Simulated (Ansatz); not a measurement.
The system is LiMo.

```
CELL_PARAMETERS angstrom
2.67346 0.00000 0.00000
-1.33673 2.31528 0.00000
0.00000 0.00000 5.00471
ATOMIC_POSITIONS crystal
Li 0.00000 0.00000 0.00000
Mo 0.33333 0.66667 0.50000
```

The cell was built by a generator and needn't be a form met in nature.

Base run:

* Program: Ansatz 0.2.0
* Functional: RPBE
* Potentials or basis: Ansatz PAW
* Cutoff: 420 eV (not typed: the program's choice for these potentials)
* k mesh: 11 × 11 × 6
* Occupations: fermi-dirac, width 0.05 eV
* Spin: no spin polarisation

Its results: band gap on the k mesh none (metal or under the smearing width); pressure 3.2 GPa.

The run is repeated on the same cell with these changes: functional from RPBE to PBEsol. What comes out?

Band gap on the k mesh none (metal or under the smearing width); pressure -2.5 GPa.

PBEsol binds more tightly than RPBE, so the same cell stands under less pressure.

Caveats: the PAW data sets come from PBE, with cores solved anew for the run's functional, which leaves a small shift of forces and pressure.
